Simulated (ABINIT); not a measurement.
Crystal: Si2C.

```
CELL_PARAMETERS angstrom
3.37973 0.00000 0.00000
-1.68986 2.92693 0.00000
0.00000 0.00000 4.65332
ATOMIC_POSITIONS crystal
Si 0.33333 0.66667 0.75035
Si 0.33333 0.66667 0.24965
C 0.00000 0.00000 0.00000
```

The cell was built by a generator and needn't be a form met in nature.

Base run:

```yaml
Program: ABINIT 10.8.3 (patched build)
Functional: PBEsol
Potentials_or_basis: PseudoDojo NC SR PBEsol v0.4.1 standard
Cutoff: 1007 eV
k_mesh: 7 × 7 × 4
Occupations: fermi-dirac, width 0.05 eV
Spin: no spin polarisation
```

Its results: band gap on the k mesh none (metal or under the smearing width); pressure -15.3 GPa; largest force 0.489 eV/Å.

Problem. The run is repeated on the same cell with these changes: functional from PBEsol to BLYP; potentials or basis from PseudoDojo NC SR PBEsol v0.4.1 standard to Ansatz NC PBE; cutoff from 1007 eV to 1450 eV. What comes out?

Solution. Band gap on the k mesh none (metal or under the smearing width); pressure -5.8 GPa; largest force 0.727 eV/Å.

Caveats: so large a pressure means that the cell lies far from this level's equilibrium, or that cutoff or potentials fall short (some runs); the potentials were made for another functional, which shifts forces and pressure (some runs).

Not every run made on this cell is shown here.
